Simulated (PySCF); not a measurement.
# [InH3]-: relaxation and vibrations of the doublet

Aim: relax [InH3]- as a doublet from a T-shaped start, check by its vibrations whether the end is a minimum, and collect its spectrum and constants.

Program: PySCF 2.14.0. Level of theory: PBE0, basis In def2-TZVPD with ECP28, H def2-TZVPD, scalar-relativistic core potentials, no spin–orbit coupling, density fitting. These are calculated values, not measurements.

**1. The system as given**

4 atoms, charge -1, spin multiplicity 2.

Bond lengths: In1–H2 1.740 Å, In1–H3 1.740 Å, In1–H4 1.740 Å. Angles: H2–In1–H3 88.0°, H2–In1–H4 88.0°, H3–In1–H4 176.0°.

```xyz
4
charge -1 multiplicity 2
In    0.0000    0.0000    0.0000
H     0.0000    0.0000    1.7400
H     1.7389    0.0000    0.0607
H    -1.7389    0.0000    0.0607
```

**2. The SCF at the typed geometry**

The steps below are one call of a driver around PySCF. For each, scf.py gives the equivalent set-up of the SCF; relaxations use the driver's own optimiser. After this first run the driver tries any further starts and a stability analysis.

scf.py

```python
from pyscf import gto, scf, dft
mol = gto.M(atom='''
In     0.000000     0.000000     0.000000
H      0.000000     0.000000     1.740000
H      1.738900     0.000000     0.060700
H     -1.738900     0.000000     0.060700''',
    basis={'In': 'def2-TZVPD', 'H': 'def2-TZVPD'},
    ecp={'In': 'def2-TZVPD'},
    charge=-1, spin=1)
mf = dft.UKS(mol, xc='PBE0')
mf.grids.atom_grid = (50, 194)
aux = {'In': 'def2-universal-JKFIT', 'H': 'def2-universal-JKFIT'}
mf = mf.density_fit(auxbasis=aux)
mf.conv_tol = 1e-08
mf.diis_space = 10
mf.max_cycle = 60
mf.init_guess = 'minao'
mf.verbose = 4
mf.kernel()
```

Launch:

```sh
$ OMP_NUM_THREADS=2 python axn.py task.json out
```

The program printed:

```text
init E= -158.925366028838
[... the frontier-level lines of each cycle are left out ...]
cycle= 1 E= -190.846221190918  delta_E= -31.9  |g|= 1.49  |ddm|= 32.4
cycle= 2 E= -182.319734158667  delta_E= 8.53  |g|= 5.18  |ddm|=  104
cycle= 3 E= -191.818673016259  delta_E= -9.5  |g|= 0.347  |ddm|=  104
cycle= 4 E= -191.854006167553  delta_E= -0.0353  |g|= 0.0722  |ddm|= 0.411
cycle= 5 E= -191.857505876542  delta_E= -0.0035  |g|= 0.0201  |ddm|= 0.174
cycle= 6 E= -191.85768494531  delta_E= -0.000179  |g|= 0.00729  |ddm|= 0.0263
cycle= 7 E= -191.857713446769  delta_E= -2.85e-05  |g|= 0.000769  |ddm|= 0.0106
cycle= 8 E= -191.8577159558  delta_E= -2.51e-06  |g|= 0.000327  |ddm|= 0.00408
cycle= 9 E= -191.857716564592  delta_E= -6.09e-07  |g|= 0.000128  |ddm|= 0.00226
cycle= 10 E= -191.85771664275  delta_E= -7.82e-08  |g|= 4.3e-05  |ddm|= 0.00102
cycle= 11 E= -191.857716647534  delta_E= -4.78e-09  |g|= 8.83e-06  |ddm|= 0.000303
Extra cycle  E= -191.857716647729  delta_E= -1.95e-10  |g|= 6.46e-06  |ddm|= 5.74e-05
converged SCF energy = -191.857716647729  <S^2> = 0.75792317  2S+1 = 2.0079075
```

This step, with its further starts and checks, ran for 2.8 s (2 threads of Arm Neoverse V1, shared host).

No lower solution of this spin turned up in the test of internal stability.

**3. T-shaped start, doublet: relaxation**

The program finds C2v symmetry in the start, which this walk keeps. The walk stops when the largest gradient is under 0.0003 Eh/bohr and the energy has settled too.

Changes to scf.py since step 2:

```diff
@@ -3,4 +3,4 @@
-In     0.000000     0.000000     0.000000
-H      0.000000     0.000000     1.740000
-H      1.738900     0.000000     0.060700
-H     -1.738900     0.000000     0.060700''',
+In     0.000000     0.000000    -0.015908
+H      0.000000     0.000000     1.724092
+H      1.738900     0.000000     0.044792
+H     -1.738900     0.000000     0.044792''',
@@ -17 +16,0 @@
-mf.init_guess = 'minao'
```

Energy and gradient, step by step:

| step | energy (Eh) | change (kJ/mol) | largest symmetric gradient (Eh/bohr) |
| --- | --- | --- | --- |
| 0 | -191.857717 | 0.00 | 0.02135 |
| 1 | -191.875579 | -46.90 | 0.02260 |
| 2 | -191.890576 | -86.27 | 0.01314 |
| 3 | -191.894784 | -97.32 | 0.01316 |
| 4 | -191.897180 | -103.61 | 0.00747 |
| 5 | -191.898016 | -105.81 | 0.00217 |
| 6 | -191.898039 | -105.87 | 0.00054 |
| 7 | -191.898040 | -105.87 | 0.00022 |

The walk took 12 s.

End point (D3h, 7 steps, 105.9 kJ/mol gained): In–H 1.744 Å (×3); H–In–H 120.0° (×3).

**4. Frequencies**

The point is checked on the finer grid, and tightened if its gradient asks for it. The Hessian and the dipole derivatives come from central differences of analytic gradients, with steps of 0.02 bohr.

Changes to scf.py since step 3:

```diff
@@ -3,4 +3,4 @@
-In     0.000000     0.000000    -0.015908
-H      0.000000     0.000000     1.724092
-H      1.738900     0.000000     0.044792
-H     -1.738900     0.000000     0.044792''',
+In    -0.000000     0.000000     0.000000
+H     -0.000000     0.000000     1.743619
+H      1.510019     0.000000    -0.871810
+H     -1.510019     0.000000    -0.871810''',
@@ -11 +11 @@
-mf.grids.atom_grid = (50, 194)
+mf.grids.atom_grid = (75, 302)
@@ -14 +14 @@
-mf.conv_tol = 1e-08
+mf.conv_tol = 1e-10
```

The driver hands on the density of the step before, so the log starts near convergence.

SCF at the final geometry:

```text
init E= -191.898042703282
[... the frontier-level lines of each cycle are left out ...]
cycle= 1 E= -191.898042703286  delta_E= -3.81e-12  |g|= 3.39e-06  |ddm|= 6.61e-06
Extra cycle  E= -191.898042703285  delta_E= 4.26e-13  |g|= 3.09e-06  |ddm|= 5.38e-06
converged SCF energy = -191.898042703285  <S^2> = 0.7537501  2S+1 = 2.0037466
```

The whole step took 19 s.

Geometry: D3h; In–H 1.744 Å (×3); H–In–H 120.0° (×3).

Modes, for the most abundant isotopes:

```
symmetry  ω (cm⁻¹)  IR (km/mol)     type
    a2''      491i          355     bend
      e'       573          297     bend
      e'      1697          837  stretch
     a1'      1735          0.0  stretch
```

1 mode is imaginary, the largest at 491i cm⁻¹: a saddle point, not a minimum.

Properties at this point:

```yaml
Dipole_moment_about_the_centre_of_mass: 0.00 D
Highest_occupied_level: 1.22 eV
Lowest_empty_level: 3.27 eV
Rotational_constants: 3.668, 3.668, 1.834 cm⁻¹
Zero-point_energy_real_modes: 37.5 kJ/mol
Principal_polarisabilities: 127.1, 127.1, 379.3 bohr³
Principal_traceless_quadrupole_moments_about_the_centre_of_mass: -3.18, 1.59, 1.59 D Å
Spin_squared_⟨S²⟩: 0.754
```

Populations by atom (charges in e):

```csv
atom,Mulliken,Löwdin,polar tensor,spin (Mulliken),Mayer order to In1
In1,-0.54,-0.24,-0.49,1.20,–
"H2,3,4",-0.15,-0.25,-0.17,-0.07,0.90
```

Outer orbital energies (eV). α occupied: -15.30, -15.30, -15.23, -15.23, -6.65, -2.96, -2.96, 1.22; empty: 3.27, 4.19, 4.60, 4.60. β occupied: -15.31, -15.29, -15.29, -15.16, -15.16, -6.28, -2.94, -2.94; empty: 3.33, 3.64, 4.80, 4.80.

Mulliken populations on In1 (outside its core potential): s 3.23, p 8.24, d 10.05, f 0.02.

**5. Downhill along the imaginary mode**

The start is the last point, displaced along its most imaginary mode.

The program finds C3v symmetry in the start, which this walk keeps. Threshold on the gradient: 0.0003 Eh/bohr, with a further test on the energy change.

Changes to scf.py since step 4:

```diff
@@ -3,4 +3,4 @@
-In    -0.000000     0.000000     0.000000
-H     -0.000000     0.000000     1.743619
-H      1.510019     0.000000    -0.871810
-H     -1.510019     0.000000    -0.871810''',
+In    -0.000000     0.003158     0.000000
+H     -0.000000    -0.120000     1.743619
+H      1.510019    -0.120000    -0.871810
+H     -1.510019    -0.120000    -0.871810''',
@@ -11 +11 @@
-mf.grids.atom_grid = (75, 302)
+mf.grids.atom_grid = (50, 194)
@@ -14 +14 @@
-mf.conv_tol = 1e-10
+mf.conv_tol = 1e-08
```

The optimiser's trace:

```csv
step,energy (Eh),change (kJ/mol),largest symmetric gradient (Eh/bohr)
0,-191.898729,0.00,0.00567
1,-191.902907,-10.97,0.00632
2,-191.903720,-13.10,0.00182
3,-191.903766,-13.22,0.00125
4,-191.903794,-13.30,0.00004
```

The walk took 9.4 s.

After 4 steps and 13.3 kJ/mol it ends at C3v: In–H 1.785 Å (×3); H–In–H 111.3° (×3).

**6. Is it a minimum? Harmonic modes**

As before: finer grid, then central differences.

Changes to scf.py since step 5:

```diff
@@ -3,4 +3,4 @@
-In    -0.000000     0.003158     0.000000
-H     -0.000000    -0.120000     1.743619
-H      1.510019    -0.120000    -0.871810
-H     -1.510019    -0.120000    -0.871810''',
+In    -0.000000     0.014574     0.000000
+H     -0.000000    -0.526693     1.701337
+H      1.473401    -0.526693    -0.850668
+H     -1.473401    -0.526693    -0.850668''',
@@ -11 +11 @@
-mf.grids.atom_grid = (50, 194)
+mf.grids.atom_grid = (75, 302)
@@ -14 +14 @@
-mf.conv_tol = 1e-08
+mf.conv_tol = 1e-10
```

SCF at the final geometry:

```text
init E= -191.903811598124
[... the frontier-level lines of each cycle are left out ...]
cycle= 1 E= -191.903811598115  delta_E= 9.27e-12  |g|= 6.73e-07  |ddm|= 3e-06
Extra cycle  E= -191.903811598114  delta_E= 1.48e-12  |g|= 6.89e-07  |ddm|= 2.06e-06
converged SCF energy = -191.903811598114  <S^2> = 0.75177787  2S+1 = 2.0017771
```

The whole step ran for 25 s (2 threads of Arm Neoverse V1, shared host).

Geometry: C3v; In–H 1.785 Å (×3); H–In–H 111.2° (×3).

Modes, for the most abundant isotopes:

```json
{"symmetry": "a1", "ω (cm⁻¹)": "516", "IR (km/mol)": "321", "μ (u)": "1.03"}
{"symmetry": "e", "ω (cm⁻¹)": "602", "IR (km/mol)": "338", "μ (u)": "1.02"}
{"symmetry": "e", "ω (cm⁻¹)": "1552", "IR (km/mol)": "1576", "μ (u)": "1.02"}
{"symmetry": "a1", "ω (cm⁻¹)": "1559", "IR (km/mol)": "279", "μ (u)": "1.01"}
```

Every mode is real; the point is a minimum.

Constants and moments:

* Dipole moment about the centre of mass: 0.01 D
* Highest occupied level: 0.64 eV
* Lowest empty level: 3.07 eV
* Rotational constants: 3.218, 3.218, 1.926 cm⁻¹
* Zero-point energy: 38.2 kJ/mol
* Principal polarisabilities: 101.9, 101.9, 160.4 bohr³
* Principal traceless quadrupole moments about the centre of mass: -0.07, -0.06, 0.13 D Å
* Entropy at 298.15 K and 1 bar (electronic part: spin only): 242.7 J/(mol K)
* Heat capacity Cp at 298.15 K: 47.7 J/(mol K)
* Enthalpy at 298.15 K above 0 K: 11.34 kJ/mol
* Rotational symmetry number: 3
* Spin squared ⟨S²⟩: 0.752

Charges (e) and bond orders:

```json
{"atom": "In1", "Mulliken": "-0.34", "Löwdin": "-0.23", "polar tensor": "0.38", "spin (Mulliken)": "0.96", "Mayer order to In1": "–"}
{"atom": "H2,3,4", "Mulliken": "-0.22", "Löwdin": "-0.26", "polar tensor": "-0.46", "spin (Mulliken)": "0.01", "Mayer order to In1": "0.92"}
```

Outer orbital energies (eV). α occupied: -15.09, -15.05, -14.92, -14.92, -6.37, -2.58, -2.58, 0.64; empty: 3.42, 4.56, 4.56, 4.72. β occupied: -15.04, -15.04, -14.95, -14.86, -14.86, -5.97, -2.40, -2.40; empty: 3.07, 3.70, 4.85, 4.85.

Mulliken populations on In1 (outside its core potential): s 3.28, p 7.97, d 10.07, f 0.01.

**7. All stationary points**

| spin | group | bonds | imaginary modes (cm⁻¹) | ΔE (kJ/mol) | with zero-point energy |
| --- | --- | --- | --- | --- | --- |
| doublet | C3v | In–H 1.785 Å (×3) | none | 0.0 | 0.0 |
| doublet | D3h | In–H 1.744 Å (×3) | 491i | 15.1 | – |

**8. Summary of results**

| quantity | value |
| --- | --- |
| minimum | doublet, C3v |
| geometry | In–H 1.785 Å (×3); H–In–H 111.2° (×3) |
| wavenumbers (cm⁻¹) | 516 (a1), 602 (e), 1552 (e), 1559 (a1) |
| dipole moment (centre of mass) | 0.01 D |
| highest occupied, lowest empty level (either spin) | 0.64, 3.07 eV |
| polar-tensor charge of In1 | +0.38 e |
| zero-point energy | 38.2 kJ/mol |
| entropy at 298.15 K | 242.7 J/(mol K) |
| ⟨S²⟩ | 0.752 |

What this shows: The T-shaped start (C2v) ends in a minimum of C3v symmetry, after a stop at a saddle point 15.1 kJ/mol higher, from which it was pushed off along an imaginary mode. The strongest infrared band lies at 1552 cm⁻¹ (e, stretch). Most of the spin sits on In1 (Mulliken spin 0.96, against 1 for the whole molecule). Other starts or spin states, not run here, may lie lower. The highest occupied level lies above zero: either self-interaction error lifts it or the extra electron is not bound, and the basis holds it in place. Spin–orbit coupling, left out here, can matter for elements this heavy.

The search up to here took 68 s.
